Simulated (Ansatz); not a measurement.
# CH7FSeSiSn: the cost of one run

All numbers below are computed with Ansatz 0.2.0 (RKS PBE0/def2-SVP).

### Step 1. The structure to begin with

Bond lengths: F1–Sn2 1.900 Å, Sn2–Se3 2.536 Å, Se3–C4 1.889 Å, C4–Si5 1.849 Å, Sn2–H6 1.766 Å, Sn2–H7 1.757 Å, C4–H8 1.102 Å, C4–H9 1.173 Å, Si5–H10 1.475 Å, Si5–H11 1.448 Å, Si5–H12 1.468 Å. Angles (14 of 19 angles, heavy atoms first): F1–Sn2–Se3 107.5°, Sn2–Se3–C4 95.0°, Se3–C4–Si5 114.0°, F1–Sn2–H6 110.5°, F1–Sn2–H7 111.1°, Se3–Sn2–H6 110.0°, Se3–Sn2–H7 109.5°, Se3–C4–H8 110.2°, Se3–C4–H9 106.9°, Si5–C4–H8 109.3°, Si5–C4–H9 110.7°, C4–Si5–H10 105.9°, C4–Si5–H11 109.9°, C4–Si5–H12 109.0°.

As a file:

```xyz
12

F    -2.3429    1.6440    0.7494
Sn   -0.4844    2.0375    0.7468
Se    0.7246    0.0143    1.6821
C    -0.0765   -1.2199    0.4977
Si    0.7279   -1.2955   -1.1658
H    -0.1518    3.4550    1.7463
H     0.0900    2.3645   -0.8806
H    -0.0837   -2.2266    0.9454
H    -1.2054   -0.9160    0.4000
H     2.1285   -1.6862   -0.9207
H     0.0498   -2.2686   -1.9966
H     0.7009    0.0423   -1.7701
```

### Step 2. Relaxing end A

The input, input.yaml:

```yaml
crystal:
  periodic: [false, false, false]
  atoms:
    - { symbol: F, position_ang: [-2.3429, 1.644, 0.7494] }
    - { symbol: Sn, position_ang: [-0.4844, 2.0375, 0.7468] }
    - { symbol: Se, position_ang: [0.7246, 0.0143, 1.6821] }
    - { symbol: C, position_ang: [-0.0765, -1.2199, 0.4977] }
    - { symbol: Si, position_ang: [0.7279, -1.2955, -1.1658] }
    - { symbol: H, position_ang: [-0.1518, 3.455, 1.7463] }
    - { symbol: H, position_ang: [0.09, 2.3645, -0.8806] }
    - { symbol: H, position_ang: [-0.0837, -2.2266, 0.9454] }
    - { symbol: H, position_ang: [-1.2054, -0.916, 0.4] }
    - { symbol: H, position_ang: [2.1285, -1.6862, -0.9207] }
    - { symbol: H, position_ang: [0.0498, -2.2686, -1.9966] }
    - { symbol: H, position_ang: [0.7009, 0.0423, -1.7701] }
basis:
  gaussian: { orbitals: def2-SVP }
hamiltonian:
  xc: pbe0
relax:
  f_tol: 0.015
  max_steps: 40
```

The run is started by

```sh
ansatz run input.yaml --threads 2 --pin off --max-ram 3072MiB --backend cpu --events-out ev --progress --plain --runs-dir out
```

**Question.** How long does this run take on 2 threads of Arm Neoverse V1, shared host, and how much memory does it need?

About 1.8 min, with a peak of 0.47 GiB.
